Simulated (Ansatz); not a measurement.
# MnO2 in Ansatz: the effect of starting spin order

Crystal: MnO2.

```
Mn O
1.0
     0.00000    4.01999    4.01999
     4.01999    0.00000    4.01999
     4.01999    4.01999    0.00000
Mn O
4 8
Direct
  0.12500 0.12500 0.12500
  0.12500 0.12500 0.62500
  0.62500 0.12500 0.12500
  0.12500 0.62500 0.12500
  0.36095 0.36095 0.36095
  0.36095 0.36095 0.91714
  0.91714 0.36095 0.36095
  0.36095 0.91714 0.36095
  0.88905 0.88905 0.33286
  0.88905 0.88905 0.88905
  0.88905 0.33286 0.88905
  0.33286 0.88905 0.88905
```

The cell is a database's computed one.

Alike in all runs:

| Item | Value |
| --- | --- |
| Program | Ansatz 0.2.0 |
| Task | single point |
| Functional | PBEsol |
| Potentials or basis | Ansatz PAW |
| Cutoff | 420 eV (not typed: the program's choice for these potentials) |
| k mesh | 6 × 6 × 6 |
| Occupations | fermi-dirac, width 0.05 eV |

Question: One run gave: energy over the lowest run 365.9 meV/atom; gap on the mesh none; pressure -12.3 GPa; largest force 0.87 eV/Å; final net moment 0.00 μB; final largest site moment 0.00 μB. Which starting spin order did it use?
A. spin off
B. ferromagnetic start, larger moments
C. fm

Answer: A.

```tsv
starting spin order	spin	starting moments	energy over the lowest run (meV/atom)	gap on the mesh (eV)	pressure (GPa)	largest force (eV/Å)	final net moment (μB)	final largest site moment (μB)
spin off	no spin polarisation	-	365.9	none	-12.3	0.87	0.00	0.00
fm	collinear spin, ferromagnetic start	[4.0, 4.0, 4.0, 4.0, 0.0, 0.0, 0.0, 0.0, 0.0, 0.0, 0.0, 0.0] μB	0.0	0.39	-2.2	0.15	12.00	2.48
ferromagnetic start, larger moments	collinear spin, ferromagnetic start	[5.5, 5.5, 5.5, 5.5, 0.0, 0.0, 0.0, 0.0, 0.0, 0.0, 0.0, 0.0] μB	0.0	0.39	-2.2	0.15	12.00	2.48
```

Caveats: the PAW data sets come from PBE, with cores solved anew for the run's functional, which leaves a small shift of forces and pressure; semilocal functionals often make such compounds metallic where correlation or magnetic order opens a gap, which also shifts bond lengths (some runs).

A k mesh can miss the band edges.

A gap of «none» marks a metal or a gap under the smearing width.
